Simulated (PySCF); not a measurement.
# C₃H₁₁AsO₂Si: magnetic properties

Wanted: magnetic properties for C₃H₁₁AsO₂Si (`COCO[SiH2][AsH]C`).

Computed with PySCF 2.14.0 and routines of our own; the level stands in each step. Atoms count from 0.

## 1. The starting structure

18 atoms, charge 0, multiplicity 1; geometry from: GFN2-xTB.

## 2. Magnetic properties: GIAO B3LYP/pcSseg-1

What the job is given:

```
{"job": {"kind": "mag", "xc": "B3LYP", "basis": "pcSseg-1", "isotopologues": 2}, "charge": 0, "multiplicity": 1}
C     -2.904857    -0.053992     0.642327
O     -2.184661    -1.242019     0.378295
C     -1.694819    -1.311033    -0.915322
O     -0.706597    -0.383755    -1.171233
Si     0.663485    -0.290812    -0.284109
As     1.652897     1.523473    -1.305139
C      3.488038     1.032414    -0.753711
H     -3.180436    -0.091360     1.693508
H     -2.290946     0.830936     0.450513
H     -3.807472    -0.005226     0.022282
H     -2.496770    -1.143005    -1.653220
H     -1.299079    -2.327792    -1.025754
H      0.387366    -0.188909     1.158102
H      1.401622    -1.562019    -0.418643
H      1.426385     2.424021    -0.113147
H      3.525132     0.709478     0.285212
H      3.841336     0.214231    -1.381324
H      4.170617     1.871688    -0.885052
```

Method: GIAO B3LYP/pcSseg-1 magnetisability, rotational g tensor and spin-rotation constants, non-relativistic, gas phase.

Run with:

```sh
> OMP_NUM_THREADS=1 python excited_run.py task.json out
```

This one command runs all jobs of the session in turn.

The log of the run:

```text
coarse grid: 66840 points
cycle   1  E = -2796.4113095295  dE = -1.031e-01  |g| = 1.151e+00  |ddm| = 3.761e+00
cycle   2  E = -2796.1888683838  dE =  2.224e-01  |g| = 1.514e+00  |ddm| = 1.742e+00
cycle   3  E = -2796.5644328531  dE = -3.756e-01  |g| = 2.409e-01  |ddm| = 1.305e+00
cycle   4  E = -2796.5731706648  dE = -8.738e-03  |g| = 7.159e-02  |ddm| = 1.791e-01
cycle   5  E = -2796.5738042748  dE = -6.336e-04  |g| = 2.786e-02  |ddm| = 6.772e-02
cycle   6  E = -2796.5739580820  dE = -1.538e-04  |g| = 5.742e-03  |ddm| = 2.340e-02
cycle   7  E = -2796.5739624984  dE = -4.416e-06  |g| = 1.567e-03  |ddm| = 4.834e-03
final grid: 140136 points
cycle   8  E = -2796.5738783564  dE =  5.232e-07  |g| = 2.292e-03  |ddm| = 3.787e-03
cycle   9  E = -2796.5738768671  dE =  1.489e-06  |g| = 3.528e-03  |ddm| = 4.673e-03
cycle  10  E = -2796.5738795631  dE = -2.696e-06  |g| = 1.973e-04  |ddm| = 2.638e-03
cycle  11  E = -2796.5738795722  dE = -9.068e-09  |g| = 4.874e-05  |ddm| = 2.216e-04
cycle  12  E = -2796.5738795725  dE = -3.283e-10  |g| = 9.088e-06  |ddm| = 3.221e-05
converged SCF energy = -2796.5738795725

Magnetisability tensor (1e-30 J/T^2)
    -1636.25       38.05      -32.45
       38.05    -1536.84      -29.70
      -32.45      -29.70    -1487.80
isotropic -1553.63   principal values   -1652.09  -1547.22  -1461.58
isotropic susceptibility -93.562 1e-6 cm^3/mol

Inertial axes            a          b          c
rot. const./GHz      3.9321     0.5834     0.5635
chi total           -93.960    -95.590    -91.135
chi diamagnetic    -455.609  -2114.412  -2185.842
chi paramagnetic    361.649   2018.822   2094.707
quadrupole/D A        3.061     -1.559     -1.502
g nuclear            0.6303     0.5489     0.5491
g electronic        -0.6681    -0.5533    -0.5545
g total             -0.0378    -0.0044    -0.0054

Spin-rotation constants (kHz, H = +C I.J)
atom  isotope        aa         bb         cc
  5   75As        4.643      0.634      0.694
  7     1H       -0.258     -0.066      0.013
  8     1H        0.095     -0.044     -0.057
  9     1H       -0.234     -0.040     -0.022
 10     1H       -0.332     -0.020     -0.009
 11     1H       -0.376      0.031     -0.049
 12     1H       -0.262     -0.050      0.022
 13     1H       -0.326      0.026     -0.049
 14     1H       -0.406     -0.044     -0.003
 15     1H       -0.354     -0.053     -0.012
 16     1H       -0.415     -0.033     -0.031
 17     1H       -0.004     -0.057     -0.063
  0    13C*       0.988      0.088      0.122
  1    17O*      -0.302     -0.084     -0.052
  2    13C*       1.009      0.168      0.142
  3    17O*      -0.426     -0.084     -0.035
  4   29Si*      -2.234     -0.380     -0.385
  6    13C*       0.501      0.065      0.060
* in the singly substituted isotopologue

Isotopologues: g along a, b, c
2H    at 7,8,9,10,11,12    -0.0299    -0.0040    -0.0048
13C   at 0                 -0.0373    -0.0044    -0.0053
```

Run time: 76 s. Hardware: 1 thread of Arm Neoverse N1, shared host; peak memory 0.99 GiB.

In short:

| quantity | value |
| --- | --- |
| magnetisability | -1554·10⁻³⁰ J/T² |
| molar susceptibility | -93.6·10⁻⁶ cm³/mol |
| rotational g (a, b, c) | -0.0378, -0.0044, -0.0054 |

## 3. Magnetic properties: GIAO PBE/pcseg-1

The job, as its differences from that of step 2:

```diff
@@ -1,2 +1,2 @@
-{"job": {"kind": "mag", "xc": "B3LYP", "basis": "pcSseg-1", "isotopologues": 2}, "charge": 0, "multiplicity": 1}
+{"job": {"kind": "mag", "xc": "PBE", "basis": "pcseg-1"}, "charge": 0, "multiplicity": 1}
 C     -2.904857    -0.053992     0.642327
```

Method: GIAO PBE/pcseg-1 magnetisability, rotational g tensor and spin-rotation constants, non-relativistic, gas phase.

The log of the run:

```text
coarse grid: 66840 points
cycle   1  E = -2795.4882053706  dE = -1.150e-01  |g| = 8.616e-01  |ddm| = 4.172e+00
cycle   2  E = -2795.0297545515  dE =  4.585e-01  |g| = 1.725e+00  |ddm| = 2.655e+00
cycle   3  E = -2795.6341416020  dE = -6.044e-01  |g| = 1.698e-01  |ddm| = 2.034e+00
cycle   4  E = -2795.6384195622  dE = -4.278e-03  |g| = 1.043e-01  |ddm| = 2.523e-01
cycle   5  E = -2795.6407285403  dE = -2.309e-03  |g| = 2.812e-02  |ddm| = 1.113e-01
cycle   6  E = -2795.6408850562  dE = -1.565e-04  |g| = 1.091e-02  |ddm| = 3.546e-02
cycle   7  E = -2795.6409096363  dE = -2.458e-05  |g| = 2.206e-03  |ddm| = 1.030e-02
cycle   8  E = -2795.6409109150  dE = -1.279e-06  |g| = 7.940e-04  |ddm| = 3.553e-03
final grid: 140136 points
cycle   9  E = -2795.6408423505  dE =  3.157e-07  |g| = 1.479e-03  |ddm| = 3.391e-03
cycle  10  E = -2795.6408408806  dE =  1.470e-06  |g| = 2.843e-03  |ddm| = 4.334e-03
cycle  11  E = -2795.6408429095  dE = -2.029e-06  |g| = 2.237e-04  |ddm| = 2.759e-03
cycle  12  E = -2795.6408429208  dE = -1.129e-08  |g| = 3.928e-05  |ddm| = 2.486e-04
cycle  13  E = -2795.6408429211  dE = -3.329e-10  |g| = 8.836e-06  |ddm| = 4.038e-05
converged SCF energy = -2795.6408429211

Magnetisability tensor (1e-30 J/T^2)
    -1641.86       40.90      -39.54
       40.90    -1542.24      -27.98
      -39.54      -27.98    -1488.78
isotropic -1557.63   principal values   -1661.31  -1550.43  -1461.15
isotropic susceptibility -93.803 1e-6 cm^3/mol

Inertial axes            a          b          c
rot. const./GHz      3.9321     0.5834     0.5635
chi total           -94.000    -96.160    -91.249
chi diamagnetic    -455.016  -2113.587  -2184.967
chi paramagnetic    361.017   2017.427   2093.718
quadrupole/D A        3.352     -1.663     -1.690
g nuclear            0.6303     0.5489     0.5491
g electronic        -0.6669    -0.5529    -0.5542
g total             -0.0366    -0.0040    -0.0052

Spin-rotation constants (kHz, H = +C I.J)
atom  isotope        aa         bb         cc
  5   75As        4.422      0.615      0.679
  7     1H       -0.259     -0.067      0.013
  8     1H        0.099     -0.044     -0.056
  9     1H       -0.235     -0.040     -0.021
 10     1H       -0.328     -0.019     -0.008
 11     1H       -0.378      0.032     -0.048
 12     1H       -0.256     -0.049      0.023
 13     1H       -0.323      0.026     -0.049
 14     1H       -0.407     -0.044     -0.003
 15     1H       -0.355     -0.052     -0.011
 16     1H       -0.418     -0.033     -0.030
 17     1H       -0.006     -0.057     -0.063
  0    13C*       0.919      0.079      0.113
  1    17O*      -0.322     -0.082     -0.054
  2    13C*       0.939      0.162      0.132
  3    17O*      -0.432     -0.084     -0.040
  4   29Si*      -2.295     -0.383     -0.395
  6    13C*       0.435      0.057      0.052
* in the singly substituted isotopologue
```

It took 68 s on 1 thread of Arm Neoverse N1, shared host; peak memory 0.7 GiB.

In short:

| quantity | value |
| --- | --- |
| magnetisability | -1558·10⁻³⁰ J/T² |
| molar susceptibility | -93.8·10⁻⁶ cm³/mol |
| rotational g (a, b, c) | -0.0366, -0.0040, -0.0052 |

## 4. Magnetic properties side by side

| level | ξ (10⁻³⁰ J/T²) | g(a) | g(b) | gap (eV) | functions | time |
| --- | --- | --- | --- | --- | --- | --- |
| GIAO B3LYP/pcSseg-1 | -1554 | -0.0378 | -0.0044 | 6.62 | 205 | 76 s |
| GIAO PBE/pcseg-1 | -1558 | -0.0366 | -0.0040 | 5.11 | 170 | 68 s |

## 5. What came out

```
                                            quantity                      value
       magnetisability (step 2, GIAO B3LYP/pcSseg-1)           -1554·10⁻³⁰ J/T²
  molar susceptibility (step 2, GIAO B3LYP/pcSseg-1)         -93.6·10⁻⁶ cm³/mol
rotational g (a, b, c) (step 2, GIAO B3LYP/pcSseg-1)  -0.0378, -0.0044, -0.0054
                     magnetisability over the levels  -1558 to -1554·10⁻³⁰ J/T²
```

In words: Steps that list no spin-orbit terms leave them out, which matters at and beside the heavy atoms. The magnetisability spreads by 0.3 % over 2 levels of like cost. Two levels can agree by chance, so this spread shows no convergence. Vibrational averaging and real surroundings are missing from these values.
